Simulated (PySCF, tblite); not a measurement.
# C6H6N2: Lewis adducts, NMR shifts, part 3 of 3

tblite 0.8.0 and PySCF 2.14.0. Atoms count from 0. The steps go on from the part before.

## 20. NMR shifts: GIAO PBE0/pcSseg-1

What the job is given:

```
{"job": {"kind": "nmr", "xc": "PBE0", "basis": "pcSseg-1", "pop": false}, "charge": 0, "multiplicity": 1}
C     -1.750833    -0.986006    -0.013488
C     -0.995762     0.108382     0.161460
C     -1.402924     1.365830    -0.401512
N     -1.681411     2.405194    -0.834042
C      0.318862     0.122121     0.897905
C      1.517114     0.365625    -0.031867
C      1.704163    -0.722614    -0.984437
N      1.831149    -1.610667    -1.715128
H     -2.688523    -0.949378    -0.570777
H     -1.436900    -1.947453     0.398980
H      0.308659     0.921010     1.656048
H      0.444903    -0.833116     1.427026
H      1.391086     1.307750    -0.590755
H      2.439481     0.468908     0.560793
```

Level: GIAO PBE0/pcSseg-1 NMR shielding, non-relativistic, gas phase.

Output:

```text
coarse grid: 12360 points
cycle   1  E = -341.1256706614  dE =  1.002e+00  |g| = 5.558e-01  |ddm| = 3.538e+00
cycle   2  E = -340.8305653552  dE =  2.951e-01  |g| = 1.294e+00  |ddm| = 1.509e+00
cycle   3  E = -341.2021763458  dE = -3.716e-01  |g| = 9.243e-02  |ddm| = 1.013e+00
cycle   4  E = -341.2040250224  dE = -1.849e-03  |g| = 4.036e-02  |ddm| = 1.141e-01
cycle   5  E = -341.2043777299  dE = -3.527e-04  |g| = 1.630e-02  |ddm| = 4.595e-02
cycle   6  E = -341.2044302823  dE = -5.255e-05  |g| = 6.412e-03  |ddm| = 1.476e-02
cycle   7  E = -341.2044386990  dE = -8.417e-06  |g| = 1.319e-03  |ddm| = 5.045e-03
final grid: 121464 points
cycle   8  E = -341.2508097979  dE = -2.833e-05  |g| = 6.822e-03  |ddm| = 2.945e-02
cycle   9  E = -341.2508057278  dE =  4.070e-06  |g| = 8.175e-03  |ddm| = 1.187e-02
cycle  10  E = -341.2508202717  dE = -1.454e-05  |g| = 2.561e-03  |ddm| = 6.617e-03
cycle  11  E = -341.2508216657  dE = -1.394e-06  |g| = 3.521e-04  |ddm| = 1.850e-03
cycle  12  E = -341.2508216938  dE = -2.810e-08  |g| = 6.469e-05  |ddm| = 3.590e-04
cycle  13  E = -341.2508216947  dE = -9.368e-10  |g| = 2.442e-05  |ddm| = 8.118e-05
converged SCF energy = -341.2508216947

GIAO shielding tensors (ppm)
atom      isotropic    diamagn.    paramagn.     s11        s22        s33       span
  0 C       39.764     251.099    -211.335    -84.350     50.613    153.029    237.380
  1 C       57.409     261.268    -203.859    -57.892     80.592    149.527    207.419
  2 C       61.789     260.094    -198.305    -58.759    -49.204    293.331    352.090
  3 N      -57.405     340.312    -397.717   -214.591   -195.410    237.785    452.376
  4 C      148.400     245.550     -97.150    136.402    145.354    163.445     27.043
  5 C      166.745     249.639     -82.894    152.684    169.581    177.969     25.285
  6 C       61.806     261.209    -199.403    -55.728    -50.311    291.458    347.187
  7 N      -43.464     339.478    -382.942   -221.302   -210.667    301.578    522.881
  8 H       24.906      28.581      -3.675     20.996     24.277     29.447      8.451
  9 H       25.001      30.653      -5.652     20.842     24.680     29.480      8.639
 10 H       28.972      29.580      -0.607     24.965     27.443     34.509      9.544
 11 H       29.123      31.214      -2.091     25.320     28.108     33.940      8.620
 12 H       28.760      29.502      -0.742     24.823     27.565     33.893      9.070
 13 H       29.076      27.314       1.762     23.996     27.458     35.774     11.778
```

Run time: 12 s. Hardware: 1 thread of Arm Neoverse V2, shared host; peak memory 0.98 GiB.

No reference compound was run at this level, so shieldings alone are listed. Atoms listed in one row are averaged.

```csv
atoms,environment,σ (ppm)
C0,terminal =CH2 carbon,39.8
C1,fully substituted alkene carbon,57.4
C2,nitrile carbon,61.8
C6,nitrile carbon,61.8
C4,allylic sp3 CH2,148.4
C5,sp3 CH2 α to a nitrile,166.7
H8,hydrogen on a terminal =CH2 carbon,24.91
H9,hydrogen on a terminal =CH2 carbon,25.00
"H12, H13",hydrogen on an sp3 CH2 α to a nitrile,28.92
"H10, H11",hydrogen on an allylic sp3 CH2,29.05
N3,nitrile nitrogen,-57.4
N7,nitrile nitrogen,-43.5
```

## 21. NMR shifts (C₆H₇N₂−): GIAO PBE0/pcSseg-1

What the job is given:

```
{"job": {"kind": "nmr", "xc": "PBE0", "basis": "pcSseg-1", "pop": false}, "charge": -1, "multiplicity": 1}
C     -1.718553    -0.953738    -0.211762
C     -1.092280     0.352145     0.192412
C     -1.604492     1.555115    -0.260635
N     -2.039783     2.594252    -0.631983
C      0.205029     0.362166     0.919502
C      1.504427     0.223714     0.055436
C      1.732840    -1.105767    -0.489095
N      1.936757    -2.181836    -0.873066
H     -2.794266    -0.828642    -0.425430
H     -1.277436    -1.442193    -1.109353
H      0.332429     1.317248     1.460617
H      0.244694    -0.439937     1.686645
H      1.444131     0.941789    -0.777269
H      2.403541     0.476914     0.649920
H     -1.639619    -1.703390     0.602872
```

Method: GIAO PBE0/pcSseg-1 NMR shielding, non-relativistic, gas phase.

Output:

```text
coarse grid: 12984 points
cycle   1  E = -341.7234400220  dE =  8.558e-01  |g| = 6.406e-01  |ddm| = 3.656e+00
cycle   2  E = -341.5186919505  dE =  2.047e-01  |g| = 1.156e+00  |ddm| = 2.917e+00
cycle   3  E = -341.8255988193  dE = -3.069e-01  |g| = 2.362e-01  |ddm| = 1.913e+00
cycle   4  E = -341.8384406415  dE = -1.284e-02  |g| = 6.280e-02  |ddm| = 2.843e-01
cycle   5  E = -341.8392700359  dE = -8.294e-04  |g| = 2.210e-02  |ddm| = 8.050e-02
cycle   6  E = -341.8393830043  dE = -1.130e-04  |g| = 6.618e-03  |ddm| = 2.688e-02
cycle   7  E = -341.8393910540  dE = -8.050e-06  |g| = 3.231e-03  |ddm| = 8.764e-03
cycle   8  E = -341.8393932448  dE = -2.191e-06  |g| = 6.872e-04  |ddm| = 3.425e-03
final grid: 126840 points
cycle   9  E = -341.8860641174  dE = -2.997e-05  |g| = 6.853e-03  |ddm| = 3.567e-02
cycle  10  E = -341.8860603813  dE =  3.736e-06  |g| = 7.925e-03  |ddm| = 1.770e-02
cycle  11  E = -341.8860758796  dE = -1.550e-05  |g| = 1.981e-03  |ddm| = 9.137e-03
cycle  12  E = -341.8860767659  dE = -8.863e-07  |g| = 4.203e-04  |ddm| = 2.282e-03
cycle  13  E = -341.8860768012  dE = -3.527e-08  |g| = 1.261e-04  |ddm| = 4.165e-04
cycle  14  E = -341.8860768047  dE = -3.477e-09  |g| = 4.830e-05  |ddm| = 1.745e-04
cycle  15  E = -341.8860768050  dE = -3.949e-10  |g| = 2.747e-05  |ddm| = 6.954e-05
converged SCF energy = -341.8860768050

GIAO shielding tensors (ppm)
atom      isotropic    diamagn.    paramagn.     s11        s22        s33       span
  0 C      160.924     242.587     -81.663    146.179    152.741    183.854     37.675
  1 C      170.717     258.864     -88.147    156.754    163.444    191.953     35.199
  2 C       40.534     255.484    -214.950    -76.237    -62.025    259.864    336.101
  3 N      -33.834     346.677    -380.512   -200.744      1.020     98.221    298.966
  4 C      141.630     242.427    -100.796    119.564    142.206    163.122     43.558
  5 C      161.531     250.021     -88.490    149.936    157.572    177.085     27.149
  6 C       52.094     259.293    -207.199    -69.897    -63.148    289.327    359.225
  7 N      -27.818     342.075    -369.893   -190.506   -181.604    288.656    479.163
  8 H       29.642      28.448       1.194     25.510     27.896     35.519     10.009
  9 H       28.624      30.283      -1.659     22.880     27.525     35.468     12.588
 10 H       28.726      30.131      -1.405     22.646     29.565     33.967     11.321
 11 H       28.875      30.310      -1.435     23.363     30.280     32.982      9.620
 12 H       29.567      30.010      -0.443     26.340     28.690     33.671      7.331
 13 H       29.368      28.518       0.849     24.401     28.195     35.507     11.106
 14 H       29.920      29.700       0.220     26.334     28.074     35.352      9.018
```

Run time: 14 s. Hardware: 1 thread of Arm Neoverse V2, shared host; peak memory 1 GiB.

No reference compound was run at this level, so shieldings alone are listed. Atoms listed in one row are averaged.

```csv
atoms,environment,σ (ppm)
C2,"carbon bonded to C, N",40.5
C6,"carbon bonded to C, N",52.1
C4,"carbon bonded to 2 C, 2 H",141.6
C0,"carbon bonded to C, 3 H",160.9
C5,"carbon bonded to 2 C, 2 H",161.5
C1,carbon bonded to 3 C,170.7
"H10, H11",hydrogen on a carbon bonded to 2 C,28.80
"H8, H9, H14",hydrogen on a carbon bonded to C,29.40
"H12, H13",hydrogen on a carbon bonded to 2 C,29.47
N3,nitrogen bonded to C,-33.8
N7,nitrogen bonded to C,-27.8
```

## 22. NMR shifts (C₆H₇N₂O−): GIAO PBE0/pcSseg-1

What the job is given:

```
{"job": {"kind": "nmr", "xc": "PBE0", "basis": "pcSseg-1", "pop": false}, "charge": -1, "multiplicity": 1}
C     -1.853248    -1.052262     0.193135
C     -1.070799     0.199975     0.276284
C     -1.534797     1.376893    -0.301798
N     -1.883386     2.398675    -0.783252
C      0.285297     0.222937     0.915592
C      1.455288     0.420977    -0.081965
C      1.663219    -0.717420    -0.966290
N      1.864307    -1.644912    -1.632787
H     -2.562044    -1.003506    -0.654330
H     -1.206423    -1.934387     0.030143
H      0.397279     1.036790     1.660493
H      0.448824    -0.716909     1.470379
H      1.234940     1.305957    -0.701768
H      2.414226     0.611280     0.436598
O     -2.610640    -1.373866     1.393857
H     -2.733931    -0.512687     1.810845
```

With the program's defaults for keys left out, this is: GIAO PBE0/pcSseg-1 NMR shielding, non-relativistic, gas phase.

Output:

```text
coarse grid: 14072 points
cycle   1  E = -416.8152403348  dE =  1.086e+00  |g| = 8.358e-01  |ddm| = 3.787e+00
cycle   2  E = -416.5629614074  dE =  2.523e-01  |g| = 1.405e+00  |ddm| = 2.386e+00
cycle   3  E = -416.9485165650  dE = -3.856e-01  |g| = 3.141e-01  |ddm| = 1.500e+00
cycle   4  E = -416.9703341745  dE = -2.182e-02  |g| = 7.510e-02  |ddm| = 3.152e-01
cycle   5  E = -416.9713797016  dE = -1.046e-03  |g| = 2.608e-02  |ddm| = 8.557e-02
cycle   6  E = -416.9715247531  dE = -1.451e-04  |g| = 6.533e-03  |ddm| = 3.343e-02
cycle   7  E = -416.9715305905  dE = -5.837e-06  |g| = 3.954e-03  |ddm| = 8.250e-03
cycle   8  E = -416.9715337445  dE = -3.154e-06  |g| = 9.634e-04  |ddm| = 3.528e-03
final grid: 138048 points
cycle   9  E = -417.0343558380  dE = -3.122e-05  |g| = 1.043e-02  |ddm| = 3.443e-02
cycle  10  E = -417.0343312754  dE =  2.456e-05  |g| = 1.530e-02  |ddm| = 2.207e-02
cycle  11  E = -417.0343782236  dE = -4.695e-05  |g| = 2.533e-03  |ddm| = 1.303e-02
cycle  12  E = -417.0343795170  dE = -1.293e-06  |g| = 7.136e-04  |ddm| = 2.747e-03
cycle  13  E = -417.0343796223  dE = -1.052e-07  |g| = 1.437e-04  |ddm| = 6.422e-04
cycle  14  E = -417.0343796261  dE = -3.815e-09  |g| = 6.546e-05  |ddm| = 1.844e-04
cycle  15  E = -417.0343796268  dE = -7.417e-10  |g| = 3.403e-05  |ddm| = 7.322e-05
cycle  16  E = -417.0343796271  dE = -2.389e-10  |g| = 7.420e-06  |ddm| = 2.701e-05
converged SCF energy = -417.0343796271

GIAO shielding tensors (ppm)
atom      isotropic    diamagn.    paramagn.     s11        s22        s33       span
  0 C      112.302     240.399    -128.098     79.175    111.728    146.001     66.826
  1 C      153.021     260.308    -107.287    131.785    153.182    174.097     42.312
  2 C       43.542     256.969    -213.428    -72.463    -61.043    264.130    336.592
  3 N      -33.912     346.784    -380.697   -205.642    -21.242    125.146    330.788
  4 C      148.069     243.047     -94.978    132.349    147.302    164.556     32.207
  5 C      164.179     250.195     -86.016    146.238    168.981    177.318     31.080
  6 C       53.983     259.356    -205.373    -66.936    -60.781    289.665    356.601
  7 N      -22.001     342.315    -364.316   -200.070   -179.992    314.060    514.130
  8 H       27.143      29.460      -2.317     20.927     28.879     31.622     10.695
  9 H       27.210      30.621      -3.411     21.182     29.082     31.367     10.185
 10 H       28.728      30.107      -1.379     21.939     29.265     34.981     13.042
 11 H       29.077      31.201      -2.124     24.283     29.926     33.022      8.738
 12 H       29.080      30.429      -1.349     25.200     28.647     33.393      8.194
 13 H       29.675      28.614       1.061     24.316     28.243     36.465     12.148
 14 O      232.971     392.801    -159.830     80.795    283.288    334.829    254.033
 15 H       33.084      32.863       0.221     27.777     31.391     40.083     12.306
```

Run time: 21 s. Hardware: 1 thread of Arm Neoverse V2, shared host; peak memory 1.1 GiB.

No reference compound was run at this level, so shieldings alone are listed. Atoms listed in one row are averaged.

```csv
atoms,environment,σ (ppm)
C2,"carbon bonded to C, N",43.5
C6,"carbon bonded to C, N",54.0
C0,"carbon bonded to C, O, 2 H",112.3
C4,"carbon bonded to 2 C, 2 H",148.1
C1,carbon bonded to 3 C,153.0
C5,"carbon bonded to 2 C, 2 H",164.2
"H8, H9","hydrogen on a carbon bonded to C, O",27.18
"H10, H11",hydrogen on a carbon bonded to 2 C,28.90
"H12, H13",hydrogen on a carbon bonded to 2 C,29.38
H15,hydrogen on an oxygen bonded to C,33.08
N3,nitrogen bonded to C,-33.9
N7,nitrogen bonded to C,-22.0
O14,"oxygen bonded to C, H",233.0
```

## 23. Spectra of the species

What the job is given:

```
{"job": {"kind": "la", "atoms": [0], "partners": ["H-", "OH-"], "geom": {"xc": "PBE0", "basis": "ma-def2-SVP", "d3": "d3bj", "grid": 1}, "level": {"xc": "wB97X", "basis": "ma-def2-SVP", "d3": "d3bj", "solvents": ["water"]}, "spectra": true}, "charge": 0, "multiplicity": 1}
C     -1.750833    -0.986006    -0.013488
C     -0.995762     0.108382     0.161460
C     -1.402924     1.365830    -0.401512
N     -1.681411     2.405194    -0.834042
C      0.318862     0.122121     0.897905
C      1.517114     0.365625    -0.031867
C      1.704163    -0.722614    -0.984437
N      1.831149    -1.610667    -1.715128
H     -2.688523    -0.949378    -0.570777
H     -1.436900    -1.947453     0.398980
H      0.308659     0.921010     1.656048
H      0.444903    -0.833116     1.427026
H      1.391086     1.307750    -0.590755
H      2.439481     0.468908     0.560793
```

Output:

```text
nmr C=C(C#N)CCC#N +0: GIAO PBE0/pcSseg-1 NMR shielding, non-relativistic, gas phase
nmr CC(=C=[N-])CCC#N -1: GIAO PBE0/pcSseg-1 NMR shielding, non-relativistic, gas phase
nmr N#CCCC(=C=[N-])CO -1: GIAO PBE0/pcSseg-1 NMR shielding, non-relativistic, gas phase
```

Wall time 48 s (1 thread of Arm Neoverse V2, shared host); peak memory 1.1 GiB.

This step only lists the spectra that were run on the species above.

## 24. Summary of results

The summary covers parts 1 to 3.

| quantity | value |
| --- | --- |
| strongest single infrared mode (GFN2-xTB) | 2417 cm⁻¹, 161 km/mol |
| zero-point energy (GFN2-xTB) | 65.3 kcal/mol |
| point group | C1 |
| rotational constants (main isotopes) | 3.21, 1.34, 1.22 GHz |
| surface potential, 1st and 99th percentile | -1.66 V and 1.59 V |
| binding enthalpy (−ΔH), H- (wB97X-D3(BJ)/ma-def2-SVP) | 259.7 kJ/mol |
| binding enthalpy (−ΔH), OH- (wB97X-D3(BJ)/ma-def2-SVP) | 210.5 kJ/mol |
| shieldings of C, H (PBE0/pcSseg-1) | C0 39.8, C1 57.4, C2 61.8, C6 61.8, C4 148.4, C5 166.7, H8 24.9, H9 25.0 ppm and more |

**Reading.** No mode is imaginary among the 36: a minimum at this level. The strongest single mode, at 2417 cm⁻¹, moves mainly C6 and N7. Unscaled tight-binding wavenumbers are off by several per cent, some by more. Its intensities can rank the bands wrongly. The optimisation took 4 steps and gained 0.070 eV; among the close pairs (by a distance rule), C1–C2 changed most, from 1.417 to 1.437 Å (PBE0/ma-def2-SVP). At wB97X-D3(BJ)/ma-def2-SVP the binding enthalpy (−ΔH) runs from 210.5 kJ/mol (OH-) to 259.7 kJ/mol (H-). At PBE0/pcSseg-1: The largest span, 523 ppm, is at N7, where the paramagnetic term is -383 ppm.
